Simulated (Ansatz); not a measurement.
## ZnPt3 and its elements: a formation energy from the elements

Computed with the Python package of Ansatz (0.2.0).

Script `znpt3_formation.py`:
```python
"""Heat of formation of ZnPt3 at zero temperature, after relaxing atoms and volume at fixed cell shape."""

from collections import Counter
import warnings

import ansatz as az
from ase import Atoms
import numpy as np

FUNCTIONAL = "LDA"
CUTOFF = 500
KSPACING = 0.15
SMEARING = "gaussian"
WIDTH_EV = 0.1


def compute(name, crystal):
    calc = (
        crystal.calculation()
        .functional(FUNCTIONAL)
        .basis(CUTOFF)
        .kpoints(spacing=KSPACING)
        .occupations(SMEARING, width=WIDTH_EV)
        .stress()
    )
    calc = calc.relax(force_tolerance=0.03, fix_cell=["shape"])
    return calc.run(threads=1, pin="off")


def counts(outcome):
    return Counter(site.symbol for site in outcome.lattice.sites)

def formation_energy(outcome, mu):
    n = counts(outcome)
    return (outcome.report["energy_sigma0_ev"] - sum(k * mu[element] for element, k in n.items())) / sum(n.values())


def volume_per_atom(outcome):
    return abs(np.linalg.det(outcome.lattice.cell_ang)) / len(outcome.lattice.sites)


def main() -> None:
    warnings.simplefilter("ignore", az.DeckWarning)

    phases = {}
    atoms = Atoms(
        ["Zn", "Pt", "Pt", "Pt"],
        scaled_positions=[
            (0.0, 0.0, 0.0),
            (0.0, 0.5, 0.5),
            (0.5, 0.0, 0.5),
            (0.5, 0.5, 0.0),
        ],
        cell=[
            (3.893, 0.0, 0.0),
            (0.0, 3.893, 0.0),
            (0.0, 0.0, 3.893),
        ],
        pbc=True,
    )
    znpt3 = az.Crystal.from_ase(atoms)
    phases["ZnPt3"] = znpt3
    zn = (
        az.Lattice.from_parameters(2.67, 2.67, 4.966, alpha=90, beta=90, gamma=120)
        .space_group(194)
        .atom("Zn", (1 / 3, 2 / 3, 0.25))
    )
    phases["Zn"] = zn
    atoms = Atoms(
        ["Pt"],
        scaled_positions=[
            (0.0, 0.0, 0.0),
        ],
        cell=[
            (0.0, 1.9609, 1.9609),
            (1.9609, 0.0, 1.9609),
            (1.9609, 1.9609, 0.0),
        ],
        pbc=True,
    )
    pt = az.Crystal.from_ase(atoms)
    phases["Pt"] = pt

    done = {}
    for name, crystal in phases.items():
        done[name] = compute(name, crystal)
        print(f"{name}: {done[name].report['energy_sigma0_ev']:.4f} eV, {len(done[name].lattice.sites)} atoms")

    # energy of one atom in its reference phase
    references = {"Zn": "Zn", "Pt": "Pt"}
    mu = {element: done[name].report["energy_sigma0_ev"] / len(done[name].lattice.sites) for element, name in references.items()}

    target = done["ZnPt3"]
    heat = formation_energy(target, mu)
    rows = [(name, len(o.lattice.sites), volume_per_atom(o), formation_energy(o, mu)) for name, o in done.items()]
    print("| phase | atoms | V (A^3/atom) | E_form (eV/atom) |")
    print("| --- | --- | --- | --- |")
    for row in rows:
        print(f"| {row[0]} | {row[1]:d} | {row[2]:.3f} | {row[3]:.4f} |")


if __name__ == "__main__":
    main()
```

```console
$ python znpt3_formation.py
ZnPt3: -39982.5222 eV, 4 atoms
Zn: -6492.5142 eV, 2 atoms
Pt: -12244.9895 eV, 1 atoms
| phase | atoms | V (A^3/atom) | E_form (eV/atom) |
| --- | --- | --- | --- |
| ZnPt3 | 4 | 14.227 | -0.3242 |
| Zn | 2 | 13.587 | 0.0000 |
| Pt | 1 | 14.756 | 0.0000 |
```

Absolute energies stand on the zero of these potentials, so only differences at equal settings mean something. Atoms and volume are relaxed with the cell's shape held, which in cells of lower than cubic symmetry can hide stresses and shift volumes. Spin-orbit coupling, which matters for elements this heavy, is left out. The cells come from databases of deposited and of computed structures, and not all need be stable phases. The compound is the structure given, not necessarily its lowest; energies are at zero temperature, with no correction for gases. A semilocal functional's error on such energies is often 0.05 to 0.1 eV an atom, and 0.1 to 0.3 eV against gases such as O2 or F2. Finished in 94 s on 1 thread of Arm Neoverse V2, with other jobs on the host, peak memory 0.48 GiB.
